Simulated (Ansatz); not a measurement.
# ClSe: vertical spin-state energies

Computed with the Ansatz DFT code, driven from Python.

Contents of `clse.xyz`:
```text
2

Se    0.00000    0.00000    0.00000
Cl    0.00000    0.00000    2.08500
```

Script `spin_clse.py`:
```python
"""Vertical spin-state energies of ClSe."""

from dataclasses import dataclass

import ansatz as az


@dataclass(frozen=True)
class Options:
    basis: str = "6-31G*"
    method: str = "CCSD(T)"


settings = Options()

molecule = az.Crystal.molecule_from_extxyz("clse.xyz")

calc = molecule.calculation()
calc = calc.basis(gaussian=settings.basis).correlation(settings.method)
found = {}
for unpaired in [1, 3]:
    summary = calc.spin("collinear", total=unpaired).run(threads=1, backend="cpu").report
    s = unpaired / 2
    found[unpaired] = summary["free_energy_ev"]
    print(f"2S+1 = {unpaired + 1}: E = {found[unpaired]:.5f} eV, <S^2> = {abs(summary['mean_field']['state']['spin_squared']):.3f} (pure state {s * (s + 1):.2f})")
lowest = min(found, key=found.get)
for unpaired, e in found.items():
    print(f"multiplicity {unpaired + 1}: {(e - found[lowest]):.3f} eV above the lowest")
```

```console
$ python spin_clse.py
2S+1 = 2: E = -77808.26425 eV, <S^2> = 0.759 (pure state 0.75)
2S+1 = 4: E = -77805.85066 eV, <S^2> = 3.761 (pure state 3.75)
multiplicity 2: 0.000 eV above the lowest
multiplicity 4: 2.414 eV above the lowest
```

In order: multiplicity 2 (+0.00 eV) and multiplicity 4 (+2.41 eV), all at the one geometry.

Total energies depend on the basis set; only differences at equal settings carry meaning. The geometry is a force-field or estimated start, not a minimum of this method, and the basis set is short of its limit. All parts are taken at fixed geometry, without zero-point energy. The species is open-shell (spin multiplicity 2). S² is that of the Hartree-Fock reference. The spin state was assumed, and another may lie lower. Timing: 8.5 s on 1 thread of Arm Neoverse V2 (shared host), peak memory 0.21 GiB.

(Lines on the test bed's own set-up are left out of the output.)
